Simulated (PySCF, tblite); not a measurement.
# C4H9AlO: geometry, infrared bands and NMR shifts

Wanted: the infrared bands and NMR shifts of C4H9AlO (`C=C[CH2][AlH][O]C`), by calculation.

Programs: tblite 0.8.0 and PySCF 2.14.0, with density-fitted response routines of our own. Each step states its level of theory. These are calculated values for one molecule in the gas phase, unless marked as measured. Atoms are numbered from 0 throughout.

## (1) The molecule as given

15 atoms, charge 0, multiplicity 1; geometry from: force field or distance geometry start.

Bonds of the start (Å): C0–C1 1.35, C1–C2 1.45, C2–Al3 2.01, Al3–O4 1.85, O4–C5 1.40, C0–H6 1.10, C0–H7 1.06, C1–H8 1.11, C2–H9 1.13, C2–H10 1.12, Al3–H11 1.61, C5–H12 1.10, C5–H13 1.11, C5–H14 1.10.

## (2) Geometry optimisation with GFN2-xTB

What the job is given:

```
{"job": {"kind": "relax", "xc": "GFN2-xTB", "basis": "xTB"}, "charge": 0, "multiplicity": 1}
C      2.638600    -0.718900    -0.259100
C      2.108400     0.511000    -0.132100
C      0.714000     0.845400    -0.358200
Al    -0.432600    -0.698500    -0.936300
O     -2.190600    -0.239000    -1.298400
C     -2.847400     0.094000    -0.101900
H      3.710800    -0.786000    -0.039900
H      2.076200    -1.573900    -0.552600
H      2.782300     1.327800     0.192500
H      0.615700     1.602700    -1.186300
H      0.193800     1.216000     0.557400
H     -0.291600    -2.019100    -0.020400
H     -2.658900    -0.707200     0.628600
H     -3.930100     0.117000    -0.365900
H     -2.493000     1.036800     0.345000
```

Launch:

```bash
> OMP_NUM_THREADS=1 python probes_run.py task.json out
```

This one command runs all jobs of the session in turn.

**Question.** This job is followed by: GFN2-xTB harmonic vibrations, gas phase; GIAO PBE0/pcSseg-1 NMR shielding, non-relativistic, gas phase. Predict these results of the whole session: strongest single infrared mode (GFN2-xTB); zero-point energy (GFN2-xTB); 13C shifts against TMS (PBE0/pcSseg-1); 1H shifts against TMS (PBE0/pcSseg-1, means over atoms taken as alike); 27Al shifts against AlH4- (PBE0/pcSseg-1); 17O shifts against H2O (PBE0/pcSseg-1).

**Answer**, as computed:

| quantity | value |
| --- | --- |
| strongest single infrared mode (GFN2-xTB) | 1213 cm⁻¹, 284 km/mol |
| zero-point energy (GFN2-xTB) | 71.8 kcal/mol |
| 13C shifts against TMS (PBE0/pcSseg-1) | 142.3, 121.3, 57.1, 21.7 ppm |
| 1H shifts against TMS (PBE0/pcSseg-1, means over atoms taken as alike) | 6.02, 5.43, 4.80, 4.41, 4.20, 1.67 ppm |
| 27Al shifts against AlH4- (PBE0/pcSseg-1) | 83.7 ppm |
| 17O shifts against H2O (PBE0/pcSseg-1) | 65.3 ppm |

What this shows: Over 176 steps the energy fell by 1.484 eV; of the close pairs, Al3–O4 changed most, 1.853 to 1.647 Å. The lowest mode is slightly imaginary (13i cm⁻¹), a soft motion within the noise of the Hessian, so the minimum is not strictly shown. The strongest single mode, at 1213 cm⁻¹, moves mainly O4 and C5. GFN2-xTB is a fitted tight-binding method: band positions and strengths are rough. Its intensities can rank the bands wrongly. C1 (alkene CH) lies farthest downfield among carbon, at 142.3 ppm; the olefinic region. The most deshielded hydrogen is H8 (hydrogen on an alkene CH), at 6.02 ppm: olefinic region. At PBE0/pcSseg-1: The largest span, 239 ppm, is at C1, where the paramagnetic term is -213 ppm.
